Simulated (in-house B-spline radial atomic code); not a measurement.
# Ru²²⁺: Hartree-Fock with and without relativity

How do the shells of Ru²²⁺ move when the Schrödinger Hamiltonian gives way to Dirac's?

Method: Hartree-Fock averaged over the configuration, non-relativistic (point nucleus) and Dirac-Coulomb (finite nucleus); spherical all-electron atom at the radial basis limit. Code: in-house B-spline radial atomic code version 1.

### 1 What is computed

```
element       : ruthenium (Z = 44)
charge        : +22
electrons     : 22
configuration : [Ar] 3d4
nucleus       : point (non-relativistic run); Fermi, rms radius 4.481 fm (Dirac runs)
```

Outer shells as boxes (Hund's rule):

[Ar] 3d4
```
[Ar] core
3d [↑ ][↑ ][↑ ][↑ ][  ]
```

The boxes draw the filling by Hund's rule, which heavy ions in jj coupling don't follow; these runs average over all states of the configuration.

### 2 Non-relativistic run

Input settings:

```ini
Z = 44
electrons = 22.0
configuration = [Ar] 3d4
hamiltonian = nr
method = hf
spin_polarised = False
```

### 3 Dirac-Coulomb run

Input settings:

```ini
Z = 44
electrons = 22.0
configuration = [Ar] 3d4
hamiltonian = dirac
method = hf
spin_polarised = False
nucleus = fermi
rms_radius = 4.4809
mass_number = 102
atomic_mass = 101.904340312
speed_of_light = 137.035999084
```

### 4 Dirac-Coulomb run in the lowest jj configuration, 1s2 2s2 2p6 3s2 3p6 3d-4

In configurations, a minus sign after the shell means j = l − 1/2 and a plus sign j = l + 1/2; the count of electrons follows.

Changes to the settings of step 3:

```diff
@@ -2,3 +2,3 @@
 electrons = 22.0
-configuration = [Ar] 3d4
+configuration = 1s2 2s2 2p6 3s2 3p6 3d-4
 hamiltonian = dirac
```

**Question.** How much does each shell's level and mean radius change with the Dirac Hamiltonian, and the total energy?

**Answer**, as computed:

Levels and radii; the Dirac values are averaged over j with the occupations as weights.

| shell | ε non-rel. (eV) | ε Dirac (eV) | <r> non-rel. (bohr) | <r> Dirac (bohr) | change of <r> (%) |
| --- | --- | --- | --- | --- | --- |
| 1s | -22488.2 | -23094.2 | 0.03463 | 0.03343 | -3.46 |
| 2s | -3958.19 | -4106.77 | 0.1497 | 0.1442 | -3.65 |
| 2p | -3719.75 | -3762.83 | 0.1283 | 0.1260 | -1.80 |
| 3s | -1288.81 | -1324.71 | 0.3866 | 0.3763 | -2.66 |
| 3p | -1192.58 | -1205.16 | 0.3758 | 0.3710 | -1.30 |
| 3d | -1047.58 | -1045.37 | 0.3376 | 0.3373 | -0.10 |

What this shows: The Dirac run lies -87.60 hartree (-2.1 %) from the non-relativistic one; the finite nucleus has a part in that. The first-order mass-velocity and Darwin terms of the non-relativistic run add up to -81.56 hartree, 93 % of it. The strongest contraction, averaged over j, is that of 2s (-3.65 %). Spin-orbit coupling splits the 3d level by 5.571 eV and the 2p level by 132.74 eV. The lowest jj configuration lies 16.462 eV below the average over the whole configuration. Breit terms add 2.73 hartree and QED terms 1.88 hartree.
